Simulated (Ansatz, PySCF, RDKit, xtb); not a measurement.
# Which structure has the formula SnSiNHCl?

Given the formula SnSiNHCl (odd number of electrons) and nothing else, which arrangement of the atoms is the most stable in the gas at 298.15 K, and what are its properties?

The funnel: GFN2-xTB relaxations, single points with a density functional, relaxations at PBE0-D3(BJ)/def2-SVP, harmonic vibrations, and a last energy at a higher level. All values are calculated.

6 further runs of the same task are left out: 6 set aside as unsound or not needed.

### Step 1. Drawing up candidates

A program enumerates the bonding patterns with one Lewis structure each (two rings at most, one unusual centre or charged pair), with their diastereomers. O–O, O–halogen and N–halogen bonds and N–N–N chains are not drawn. That gives 21 candidates.

c045 Cl[SiH][N]=[Sn]; c056 [N]=[Sn]([SiH])[Cl]; c117 Cl[Si]1=[Sn][NH]1; c118 Cl/[Si]=[N]\[SnH]; c134 [N]=[SnH][Si]Cl; c258 [Si]=[N][SnH][Cl]; c278 Cl/[Si]=[N]/[SnH]; c465 [Cl][Sn]1[N]=[SiH]1; c516 [Cl][Sn@@H]1[N]=[Si]1; c529 [N]#[Sn][SiH]Cl; c597 Cl[Si]1=[N][SnH]1; c598 [Cl][Sn]1=[Si][NH]1; c618 Cl[Si@@H]1[N]=[Sn]1; c670 N#[Si][SnH][Cl]; c680 [NH][Sn](=[Si])[Cl]; c681 [NH][Si](Cl)=[Sn]; c817 [NH]=[Sn]=[Si]Cl; c837 [SiH]=[N][Sn][Cl]; c858 N=[Si]=[Sn][Cl]; c934 [N]=[Si](Cl)[SnH]; c943 [N]=[SiH][Sn][Cl].

Candidates are built by distance geometry, with a force field where one applies, in up to four conformers (letters a to d). 11 starts with atoms placed at random are added, to find patterns that the rules miss.

**Question.** With final energies at CCSD(T)/def2-SVP + MP2/def2-TZVPP - MP2/def2-SVP, which structure will this search put lowest in free energy, and by what margin?

| quantity | value |
| --- | --- |
| lowest structure found | Cl[Si][NH][Sn], doublet, Cs |
| next finalist | [Cl][Sn]1[NH][Si]1 ‡, doublet, 2.9 kcal/mol higher in G |
| share at equilibrium, among the finalists | 99.3 % |
| harmonic wavenumbers, lowest and highest (PBE0-D3(BJ)/def2-SVP) | 56 and 3544 cm⁻¹ |
| rotational constants, same geometry | 0.6107, 0.02134, 0.02062 cm⁻¹ |
| dipole moment (PBE0/def2-TZVPD) | 3.32 D |
| HOMO energy (highest over α and β) (PBE0/def2-TZVPD) | -5.16 eV |
| LUMO energy (lowest over α and β) (PBE0/def2-TZVPD) | -2.98 eV |
| lowest excitation (TD-B3LYP/def2-SVPD) | 0.41 eV (f = 0.000) |
| vertical ionisation energy (to the singlet cation) | 7.09 eV |
| vertical electron affinity | 0.76 eV |
| vertical quartet less doublet | +2.58 eV |

The lowest structure found is `Cl[Si][NH][Sn]`. The margin, 2.9 kcal/mol, is modest. PBE0-D3(BJ)/def2-SVP, HF/def2-SVP and MP2/def2-SVP already put its bonding pattern lowest among the structures in one piece. Spin-orbit coupling, which matters for elements this heavy, is left out. The stability test raises a flag; for an open shell a flag towards a general spinor solution can be the free rotation of the spin. The search is not exhaustive (a finite list of starts, one conformer a finalist), so a lower isomer can't be ruled out.

‡ marks the bonded skeleton alone, with all bonds drawn single: no Lewis structure was assigned that passes a check against the bond lengths.
